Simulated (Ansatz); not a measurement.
# CH7GaO4: basis-set convergence

The task here is to estimate one member of a computed series from the others.

Method: one geometry, several basis sets; program: Ansatz 0.2.0, Gaussian basis.

Levels to be run: PBE0-D4/def2-SVP; ωB97M-V/def2-SVP; PBE0-D4/def2-QZVPP; ωB97M-V/def2-QZVPP; the functionals' def2-TZVPP values are taken from earlier runs.

## The geometry

An earlier PBE0-D4 in a triple-zeta def2 set relaxation fixed the geometry.

SMILES `C[OH+][Ga-]([OH])([OH])[OH]`, 13 atoms, charge 0, spin multiplicity 1.

Atoms are counted from 1 here; the program's logs count them from 0.

Bond lengths: C1–O2 1.431 Å, C1–H7 1.091 Å, C1–H8 1.090 Å, C1–H9 1.088 Å, O2–Ga3 2.089 Å, O2–H10 0.968 Å, Ga3–O4 1.795 Å, Ga3–O5 1.821 Å, Ga3–O6 1.789 Å, O4–H11 0.959 Å, O5–H12 0.957 Å, O6–H13 0.958 Å. Angles: O2–C1–H7 109.6°, O2–C1–H8 110.9°, O2–C1–H9 106.7°, H7–C1–H8 111.1°, H7–C1–H9 109.5°, H8–C1–H9 108.9°, C1–O2–Ga3 121.3°, C1–O2–H10 111.4°, Ga3–O2–H10 97.3°, O2–Ga3–O4 100.2°, O2–Ga3–O5 85.2°, O2–Ga3–O6 106.2°, O4–Ga3–O5 116.5°, O4–Ga3–O6 116.3°, O5–Ga3–O6 122.6°, Ga3–O4–H11 111.8°, Ga3–O5–H12 115.8°, Ga3–O6–H13 113.1°.

Set-up of the first run:

Contents of in.yaml:

```yaml
crystal:
  periodic: [false, false, false]
  atoms:
    - {symbol: C, position_ang: [1.015352, -1.611685, 0.491846]}
    - {symbol: O, position_ang: [1.007062, -0.234083, 0.105248]}
    - {symbol: Ga, position_ang: [-0.775804, 0.847292, -0.015348]}
    - {symbol: O, position_ang: [-1.966064, -0.491668, 0.088905]}
    - {symbol: O, position_ang: [-0.208073, 1.301649, -1.685271]}
    - {symbol: O, position_ang: [-0.754828, 1.996281, 1.355487]}
    - {symbol: H, position_ang: [2.013793, -2.026115, 0.346124]}
    - {symbol: H, position_ang: [0.270269, -2.177783, -0.067982]}
    - {symbol: H, position_ang: [0.760025, -1.640515, 1.548685]}
    - {symbol: H, position_ang: [1.280492, -0.123677, -0.816666]}
    - {symbol: H, position_ang: [-2.348917, -0.694478, -0.766371]}
    - {symbol: H, position_ang: [-0.270942, 2.230600, -1.908177]}
    - {symbol: H, position_ang: [-0.002066, 2.589381, 1.338419]}
basis:
  gaussian: {orbitals: def2-SVP}
hamiltonian: {xc: pbe0, dispersion: d4}
output: {orbitals: {seedname: orbitals}}
```

Command:

```console
$ ansatz run in.yaml --threads 4 --pin off --events-out ev --progress --plain --max-ram 11315MiB
```

Steps of the session up to this table: PBE0-D4 in def2-SVP; ωB97M-V in def2-SVP; PBE0-D4 in def2-QZVPP; ωB97M-V in def2-QZVPP.

One table of the session follows, with a row left open; its other results are not shown here.

It belongs to the step «Density functionals: the series». 

| functional | basis | HOMO (eV) | LUMO (eV) |
| --- | --- | --- | --- |
| PBE0-D4 | def2-SVP | -7.79 | 0.29 |
| PBE0-D4 | def2-TZVPP | ? | ? |
| PBE0-D4 | def2-QZVPP | -8.21 | -0.43 |
| ωB97M-V | def2-SVP | -10.26 | 2.02 |
| ωB97M-V | def2-TZVPP | -10.62 | 1.44 |
| ωB97M-V | def2-QZVPP | -10.71 | 0.96 |

**Question.** Estimate the row for PBE0-D4, def2-TZVPP.

The run gave: HOMO (eV): -8.12; LUMO (eV): -0.16. In the column «HOMO (eV)» it lies between PBE0-D4, def2-QZVPP (-8.21) and PBE0-D4, def2-SVP (-7.79).
